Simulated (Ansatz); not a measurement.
# BSiH4OF3 (SMILES F[B-](F)(F)[OH+][SiH3]) at 4 levels

Aim: a comparison of 4 runs (HF/STO-3G, HF/3-21G, HF/def2-SVP, CAM-B3LYP/6-311G**) of BSiH4OF3. 

Program for the calculation: Ansatz 0.2.0.

1 further run of the same task is left out (set aside as unsound or not needed).

**1. The system as given**

BSiH4OF3: 10 atoms, total charge 0, spin state singlet. SMILES: `F[B-](F)(F)[OH+][SiH3]`. The shape is that of a PBE0-D4/def2-TZVP optimisation.

Bond lengths: F1–B2 1.345 Å, B2–F3 1.363 Å, B2–F4 1.353 Å, B2–O5 1.698 Å, O5–Si6 1.707 Å, O5–H7 0.962 Å, Si6–H8 1.472 Å, Si6–H9 1.482 Å, Si6–H10 1.475 Å. Some angles: F1–B2–F3 115.7°, F1–B2–F4 115.6°, F1–B2–O5 104.2°, F3–B2–F4 115.8°, F3–B2–O5 99.5°, F4–B2–O5 102.7°, B2–O5–Si6 120.6°, B2–O5–H7 112.7°, Si6–O5–H7 119.0°, O5–Si6–H8 106.8°.

**2. Energy and forces at HF/STO-3G (run 1)**

The input, job.yaml:

```yaml
crystal:
  periodic: [false, false, false]
  atoms:
    - symbol: F
      position_ang: [-1.226000, -1.852000, -1.084700]
    - symbol: B
      position_ang: [-0.122800, -1.082100, -1.072400]
    - symbol: F
      position_ang: [0.896500, -1.520800, -0.281100]
    - symbol: F
      position_ang: [0.242000, -0.564000, -2.268200]
    - symbol: O
      position_ang: [-0.585800, 0.295600, -0.194600]
    - symbol: Si
      position_ang: [0.325100, 0.812600, 1.153700]
    - symbol: H
      position_ang: [-1.024100, 0.954600, -0.741100]
    - symbol: H
      position_ang: [0.175700, -0.222200, 2.189800]
    - symbol: H
      position_ang: [-0.324300, 2.085700, 1.546700]
    - symbol: H
      position_ang: [1.726700, 1.041600, 0.754800]
basis:
  gaussian: {orbitals: STO-3G}
hamiltonian: {xc: hf}
accuracy: high
output: {forces: true, orbitals: {seedname: orbitals}}
```

Launch:

```bash
$ ansatz run job.yaml --threads 1 --pin off --max-ram 2610MiB --events-out events.jsonl --progress --plain --runs-dir runs
```

The program printed (excerpt; [...] marks lines left out):

```text
Warning: RAYON_NUM_THREADS=1 ignored (pool sized by the plan → 1); use --threads N
Functional definition: HF
  name "HF"
[...]
823 factors; integrals over basis functions are off by at most 3.9e-8 eV
[...]
mean field -18516.44842552 eV, -680.4669287384 hartree, gradient 9.5e-9 eV, S^2 0.000000; 0 other end points of the search recorded, 0 dependent functions left out
[...]
reference -18516.44842552 eV, -680.4669287384 hartree; 29, 29 occupied and 9, 9 virtual orbitals, 823 factors
Total energy: -18516.44842552 eV, -680.4669287384 hartree
Atom 0 at    -1.226000    -1.852000    -1.084700 Å, force     0.153183     0.250119     0.074607 eV/Å
Atom 1 at    -0.122800    -1.082100    -1.072400 Å, force     0.218212    -0.177232     0.016690 eV/Å
Atom 2 at     0.896500    -1.520800    -0.281100 Å, force    -0.493155     0.453150    -0.210794 eV/Å
Atom 3 at     0.242000    -0.564000    -2.268200 Å, force    -0.138837    -0.008141     0.459149 eV/Å
Atom 4 at    -0.585800     0.295600    -0.194600 Å, force     0.811740    -1.497334     0.171441 eV/Å
Atom 5 at     0.325100     0.812600     1.153700 Å, force     0.247846     0.685260     0.791359 eV/Å
Atom 6 at    -1.024100     0.954600    -0.741100 Å, force    -0.320161     0.876613    -0.333874 eV/Å
Atom 7 at     0.175700    -0.222200     2.189800 Å, force     0.166037     1.017882    -1.000883 eV/Å
Atom 8 at    -0.324300     2.085700     1.546700 Å, force     0.764802    -1.363722    -0.338274 eV/Å
Atom 9 at     1.726700     1.041600     0.754800 Å, force    -1.409669    -0.236595     0.370579 eV/Å
Dipole moment:    -0.073729     0.954760     0.592449 e Å
```

Run time: 0.86 s. Hardware: 1 thread of Intel Xeon 6975P-C (Granite Rapids), shared host; peak memory 0.11 GiB.

**3. Energy and forces at HF/3-21G (run 2)**

The input, in.yaml:

```yaml
crystal:
  periodic: [false, false, false]
  atoms:
    - {symbol: F, position_ang: [-1.226000, -1.852000, -1.084700]}
    - {symbol: B, position_ang: [-0.122800, -1.082100, -1.072400]}
    - {symbol: F, position_ang: [0.896500, -1.520800, -0.281100]}
    - {symbol: F, position_ang: [0.242000, -0.564000, -2.268200]}
    - {symbol: O, position_ang: [-0.585800, 0.295600, -0.194600]}
    - {symbol: Si, position_ang: [0.325100, 0.812600, 1.153700]}
    - {symbol: H, position_ang: [-1.024100, 0.954600, -0.741100]}
    - {symbol: H, position_ang: [0.175700, -0.222200, 2.189800]}
    - {symbol: H, position_ang: [-0.324300, 2.085700, 1.546700]}
    - {symbol: H, position_ang: [1.726700, 1.041600, 0.754800]}
basis:
  gaussian:
    orbitals: 3-21G.json
accuracy: high
hamiltonian:
  xc: hf
output: {forces: true, orbitals: {seedname: orbitals}}
```

The basis set 3-21G is read from a file made from the Basis Set Exchange's data (not shown).

Launch:

```bash
$ ansatz run in.yaml --threads 1 --pin off --max-ram 2610MiB --events-out events.jsonl --progress --plain --runs-dir runs
```

The program printed (excerpt; [...] marks lines left out):

```text
Warning: RAYON_NUM_THREADS=1 ignored (pool sized by the plan → 1); use --threads N
[... 2 set-up lines as earlier in the session ...]
[...]
1527 factors; integrals over basis functions are off by at most 6.9e-9 eV
[...]
mean field -18658.95528307 eV, -685.7039591586 hartree, gradient 1.7e-8 eV, S^2 0.000000; 0 other end points of the search recorded, 0 dependent functions left out
[...]
reference -18658.95528307 eV, -685.7039591586 hartree; 29, 29 occupied and 37, 37 virtual orbitals, 1527 factors
Total energy: -18658.95528307 eV, -685.7039591586 hartree
Atom 0 at    -1.226000    -1.852000    -1.084700 Å, force    -0.624644    -0.564130    -0.095459 eV/Å
Atom 1 at    -0.122800    -1.082100    -1.072400 Å, force    -0.538034     0.729075     0.533285 eV/Å
Atom 2 at     0.896500    -1.520800    -0.281100 Å, force     0.516037    -0.095160     0.401927 eV/Å
Atom 3 at     0.242000    -0.564000    -2.268200 Å, force     0.180705     0.285655    -0.554129 eV/Å
Atom 4 at    -0.585800     0.295600    -0.194600 Å, force     0.318373    -0.466118    -1.147056 eV/Å
Atom 5 at     0.325100     0.812600     1.153700 Å, force     0.542834    -0.042918     1.046474 eV/Å
Atom 6 at    -1.024100     0.954600    -0.741100 Å, force    -0.392894    -0.033038    -0.258978 eV/Å
Atom 7 at     0.175700    -0.222200     2.189800 Å, force     0.050254     0.164171     0.009892 eV/Å
Atom 8 at    -0.324300     2.085700     1.546700 Å, force     0.039735    -0.020248     0.005164 eV/Å
Atom 9 at     1.726700     1.041600     0.754800 Å, force    -0.092365     0.042710     0.058880 eV/Å
Dipole moment:    -0.105822     1.059985     0.578585 e Å
```

Run time: 1.3 s. Hardware: 1 thread of Intel Xeon 6975P-C (Granite Rapids), shared host; peak memory 0.18 GiB.

Run 3 isn't shown in full; the table further down has it.

**4. Energy and forces at CAM-B3LYP/6-311G(d,p) (run 4)**

job.yaml: that of step 2 with these lines changed.

```diff
@@ -24,4 +24,6 @@
 basis:
-  gaussian: {orbitals: STO-3G}
-hamiltonian: {xc: hf}
+  gaussian:
+    orbitals: 6-311G_st__st_-spherical.json
+hamiltonian:
+  xc: {name: CAM-B3LYP}
 accuracy: high
```

The basis set 6-311G** is read from a file made from the Basis Set Exchange's data (not shown).

Launch:

```bash
$ ansatz run job.yaml --threads 1 --pin off --max-ram 2610MiB --events-out events.jsonl --progress --plain --runs-dir runs
```

The program printed (excerpt; [...] marks lines left out):

```text
Warning: RAYON_NUM_THREADS=1 ignored (pool sized by the plan → 1); use --threads N
Functional definition: CAM-B3LYP
  name "CAM-B3LYP"
[...]
2858 factors; integrals over basis functions are off by at most 1.2e-8 eV
473 factors; integrals over basis functions are off by at most 2.1e-9 eV
[...]
mean field -18823.46413946 eV, -691.7495481228 hartree, gradient 3.3e-8 eV, S^2 0.000000; 0 other end points of the search recorded, 0 dependent functions left out
[...]
reference -18823.46416065 eV, -691.7495489018 hartree; 29, 29 occupied and 111, 111 virtual orbitals, 2858 factors
Total energy: -18823.46416065 eV, -691.7495489018 hartree
Atom 0 at    -1.226000    -1.852000    -1.084700 Å, force    -0.046691    -0.010608     0.014507 eV/Å
Atom 1 at    -0.122800    -1.082100    -1.072400 Å, force    -0.063618    -0.160369    -0.124748 eV/Å
Atom 2 at     0.896500    -1.520800    -0.281100 Å, force     0.073243     0.028561     0.088394 eV/Å
Atom 3 at     0.242000    -0.564000    -2.268200 Å, force     0.006932     0.073490    -0.015867 eV/Å
Atom 4 at    -0.585800     0.295600    -0.194600 Å, force    -0.097800     0.055203    -0.188348 eV/Å
Atom 5 at     0.325100     0.812600     1.153700 Å, force     0.224743     0.026610     0.338639 eV/Å
Atom 6 at    -1.024100     0.954600    -0.741100 Å, force    -0.063393    -0.026143    -0.072119 eV/Å
Atom 7 at     0.175700    -0.222200     2.189800 Å, force     0.013440     0.083376    -0.047656 eV/Å
Atom 8 at    -0.324300     2.085700     1.546700 Å, force     0.036516    -0.071577    -0.029038 eV/Å
Atom 9 at     1.726700     1.041600     0.754800 Å, force    -0.083372     0.001457     0.036237 eV/Å
Dipole moment:    -0.118854     0.931636     0.519566 e Å
```

It took 13 s on 1 thread of Intel Xeon 6975P-C (Granite Rapids), shared host; peak memory 0.68 GiB.

**5. The series**

```tsv
run	level	energy (Eh)	dipole moment (D)	HOMO energy (eV)	LUMO energy (eV)	wall time
1	HF/STO-3G	-680.466929	5.41	-10.29	10.41	0.86 s
2	HF/3-21G	-685.703959	5.82	-13.85	3.01	1.3 s
3	HF/def2-SVP	-688.953047	5.37	-13.88	2.95	4.5 s
4	CAM-B3LYP/6-311G**	-691.749549	5.16	-11.57	0.12	13 s
```

**6. Results**

| quantity | value |
| --- | --- |
| run 4: total energy | -691.74955 Eh |
| run 4: dipole moment | 5.16 D |
| run 4: HOMO energy | -11.57 eV |
| run 4: LUMO energy | 0.12 eV |
| run 4: HOMO–LUMO gap | 11.69 eV |
| run 4: largest force on an atom | 0.407 eV/Å |

In words: The dipole moment (its size) runs from 5.16 D (CAM-B3LYP/6-311G**) to 5.82 D (HF/3-21G). The two ends differ in method and basis. The HOMO–LUMO gap runs from 11.69 eV (CAM-B3LYP/6-311G**) to 20.70 eV (HF/STO-3G). In run 1 the basis is minimal, so the values are rough. All runs together took 20 s, the longest 13 s.
